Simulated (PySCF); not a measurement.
# C2H6AlCl (SMILES [CH3][Al]([CH3])[Cl]): levels of theory compared

Wanted: a comparison of 6 runs (BLYP/cc-pVDZ, CAM-B3LYP/cc-pVDZ, PBE0/cc-pVDZ, SVWN5/cc-pVDZ, TPSS/cc-pVDZ, CCSD(T)/cc-pVDZ) of C2H6AlCl. 

The results are computed with PySCF 2.14.0.

1 further run of the same task is left out (set aside as unsound or not needed).

## (1) The system as given

The species is C2H6AlCl (10 atoms), meant as a singlet with charge 0. As SMILES, `[CH3][Al]([CH3])[Cl]`. The coordinates come from a PBE0-D4/def2-TZVP relaxation.

Bond lengths: C1–Al2 1.942 Å, Al2–C3 1.942 Å, Al2–Cl4 2.114 Å, C1–H5 1.092 Å, C1–H6 1.095 Å, C1–H7 1.095 Å, C3–H8 1.095 Å, C3–H9 1.093 Å, C3–H10 1.094 Å. Some angles: C1–Al2–C3 125.8°, C1–Al2–Cl4 117.8°, C3–Al2–Cl4 116.4°, Al2–C1–H5 112.5°, Al2–C1–H6 110.7°, Al2–C1–H7 110.7°, Al2–C3–H8 110.7°, Al2–C3–H9 112.6°, Al2–C3–H10 110.7°, H5–C1–H6 108.1°.

## (2) A single-point energy at BLYP/cc-pVDZ (run 1)

input.py reads:

```python
from pyscf import gto, dft

molecule = gto.Mole()
molecule.atom = '''
C     -0.978311     2.566626    -1.869317
Al    -0.476778    -0.843952    -0.609248
C      1.402555    -1.761603     2.406566
Cl    -2.101942    -3.851640    -2.674718
H     -2.119139     2.615003    -3.587267
H     -1.909001     3.744303    -0.444842
H      0.838660     3.468781    -2.279010
H      0.193508    -2.780165     3.740335
H      2.189626    -0.119620     3.380342
H      2.961012    -3.037735     1.937347
'''
molecule.verbose = 3
molecule.max_memory = 1860
molecule.spin = 0
molecule.unit = 'bohr'
molecule.basis = 'cc-pvdz'
molecule.build()

mf = dft.RKS(molecule)
mf.xc = 'blyp'
mf.conv_tol = 1e-10
mf.grids.level = 5
mf.kernel()
if not mf.converged:
    mf = mf.newton().run(mf.mo_coeff, mf.mo_occ)

e_final = mf.e_tot
print('E(%s) = %.9f' % ('BLYP', e_final))
```

Started as:

```console
OMP_NUM_THREADS=1 python input.py
```

What it wrote:

```text
converged SCF energy = -782.469815911202
E(BLYP) = -782.469815911
```

Run time: 24 s. Hardware: 1 thread of Intel Xeon at 2.70GHz, shared host; peak memory 0.48 GiB.

## (3) The energy at CAM-B3LYP/cc-pVDZ (run 2)

mol.xyz reads:

```xyz
10

C     -0.517700     1.358200    -0.989200
Al    -0.252300    -0.446600    -0.322400
C      0.742200    -0.932200     1.273500
Cl    -1.112300    -2.038200    -1.415400
H     -1.121400     1.383800    -1.898300
H     -1.010200     1.981400    -0.235400
H      0.443800     1.835600    -1.206000
H      0.102400    -1.471200     1.979300
H      1.158700    -0.063300     1.788800
H      1.566900    -1.607500     1.025200
```

run.py reads:

```python
from pyscf import gto, dft

mol = gto.Mole()
mol.atom = 'mol.xyz'
mol.max_memory = 1860
mol.verbose = 3
mol.spin = 0
mol.basis = 'cc-pvdz'
mol.build()

myscf = dft.RKS(mol)
myscf.xc = 'cam-b3lyp'
myscf.conv_tol = 1e-10
myscf.grids.level = 5
myscf.kernel()
if not myscf.converged:
    myscf = myscf.newton().run(myscf.mo_coeff, myscf.mo_occ)

e_final = myscf.e_tot
print('E(%s) = %.9f' % ('CAM-B3LYP', e_final))
```

Started as:

```console
OMP_NUM_THREADS=1 python run.py
```

What it wrote:

```text
converged SCF energy = -782.5012368799
E(CAM-B3LYP) = -782.501236880
```

Run time: 32 s. Hardware: 1 thread of Intel Xeon at 2.70GHz, shared host; peak memory 0.48 GiB.

Runs 3 to 5 aren't shown in full; the table further down has their settings and results.

## (4) A single-point energy at CCSD(T)/cc-pVDZ (run 6)

calc.py reads:

```python
from pyscf import gto, cc

system = gto.M(
    atom=[
    ('C', (-0.517700, 1.358200, -0.989200)),
    ('Al', (-0.252300, -0.446600, -0.322400)),
    ('C', (0.742200, -0.932200, 1.273500)),
    ('Cl', (-1.112300, -2.038200, -1.415400)),
    ('H', (-1.121400, 1.383800, -1.898300)),
    ('H', (-1.010200, 1.981400, -0.235400)),
    ('H', (0.443800, 1.835600, -1.206000)),
    ('H', (0.102400, -1.471200, 1.979300)),
    ('H', (1.158700, -0.063300, 1.788800)),
    ('H', (1.566900, -1.607500, 1.025200)),
],
    basis='cc-pvdz',
    verbose=4,
    charge=0,
    max_memory=1860,
)

calc0 = system.RHF()
calc0.conv_tol = 1e-10
calc0.kernel()
if not calc0.converged:
    calc0 = calc0.newton().run(calc0.mo_coeff, calc0.mo_occ)

mycc = cc.CCSD(calc0, frozen=12)
mycc.kernel()
e_t = mycc.ccsd_t()
energy = mycc.e_tot + e_t
print('E(%s) = %.9f' % ('CCSD(T)', energy))
```

Started as:

```console
OMP_NUM_THREADS=1 python calc.py
```

What it wrote:

```text
PySCF version 2.14.0

[... 64 lines left out ...]
converged SCF energy = -780.742597026225
[... 1 line left out ...]
******** <class 'pyscf.cc.ccsd.CCSD'> ********
CC2 = 0
CCSD nocc = 12, nmo = 82
frozen orbitals 12
max_cycle = 50
direct = 0
conv_tol = 1e-07
conv_tol_normt = 1e-05
diis_space = 6
diis_start_cycle = 0
diis_start_energy_diff = 1e+09
Init t2, MP2 energy = -781.232273097342  E_corr(MP2) -0.489676071117224
Init E_corr(CCSD) = -0.489676071117303
cycle = 1  E_corr(CCSD) = -0.527560272061169  dE = -0.0378842009  norm(t1,t2) = 0.0502548
cycle = 2  E_corr(CCSD) = -0.537500017614093  dE = -0.00993974555  norm(t1,t2) = 0.0154174
cycle = 3  E_corr(CCSD) = -0.540900289846054  dE = -0.00340027223  norm(t1,t2) = 0.00667347
cycle = 4  E_corr(CCSD) = -0.541526424793882  dE = -0.000626134948  norm(t1,t2) = 0.00175686
cycle = 5  E_corr(CCSD) = -0.541418097064809  dE = 0.000108327729  norm(t1,t2) = 0.00062516
cycle = 6  E_corr(CCSD) = -0.541409333328665  dE = 8.76373614e-06  norm(t1,t2) = 0.000152114
cycle = 7  E_corr(CCSD) = -0.541413164577104  dE = -3.83124844e-06  norm(t1,t2) = 5.60022e-05
cycle = 8  E_corr(CCSD) = -0.541413975734717  dE = -8.11157612e-07  norm(t1,t2) = 1.52233e-05
cycle = 9  E_corr(CCSD) = -0.5414134004698  dE = 5.75264917e-07  norm(t1,t2) = 5.2333e-06
cycle = 10  E_corr(CCSD) = -0.541413343720478  dE = 5.6749322e-08  norm(t1,t2) = 1.82014e-06
CCSD converged
E(CCSD) = -781.2840103699455  E_corr = -0.5414133437204778
CCSD(T) correction = -0.0134614073359293
E(CCSD(T)) = -781.297471777
```

It took 21 s on 1 thread of Intel Xeon at 2.70GHz, shared host; peak memory 0.5 GiB.

## (5) All runs side by side

```tsv
run	level	integration grid	frozen core orbitals	energy (Eh)	dipole moment (D) of the reference	HOMO energy (eV)	LUMO energy (eV)	wall time
1	BLYP/cc-pVDZ	5	–	-782.469816	2.03	-6.32	-1.22	24 s
2	CAM-B3LYP/cc-pVDZ	5	–	-782.501237	2.16	-9.14	0.38	32 s
3	PBE0/cc-pVDZ	5	–	-782.173794	2.20	-7.81	-0.60	23 s
4	SVWN5/cc-pVDZ	5	–	-779.219958	2.15	-6.58	-1.55	14 s
5	TPSS/cc-pVDZ	5	–	-782.594545	2.08	-6.62	-1.25	38 s
6	CCSD(T)/cc-pVDZ	–	12	-781.297472	2.29	-10.89	2.20	21 s
```

## (6) Results

```
                                           quantity          value
                                run 6: total energy  -781.29747 Eh
        run 6: dipole moment (Hartree–Fock density)         2.29 D
         run 6: HOMO energy (Hartree–Fock orbitals)      -10.89 eV
         run 6: LUMO energy (Hartree–Fock orbitals)        2.20 eV
       run 6: HOMO–LUMO gap (Hartree–Fock orbitals)       13.09 eV
run 6: correlation energy (12 core orbitals frozen)     -554.9 mEh
                              run 6: (T) correction     -13.46 mEh
                               run 6: T1 diagnostic          0.009
```

Over runs 1, 2, 3, 4, 5 the dipole moment (its size) runs from 2.03 D (BLYP/cc-pVDZ) to 2.20 D (PBE0/cc-pVDZ). Over runs 1, 2, 3, 4, 5 the HOMO–LUMO gap runs from 5.03 eV (SVWN5/cc-pVDZ) to 9.52 eV (CAM-B3LYP/cc-pVDZ). Totals of different functionals can't be ranked against each other. All runs together took 2.5 min, the longest 38 s.
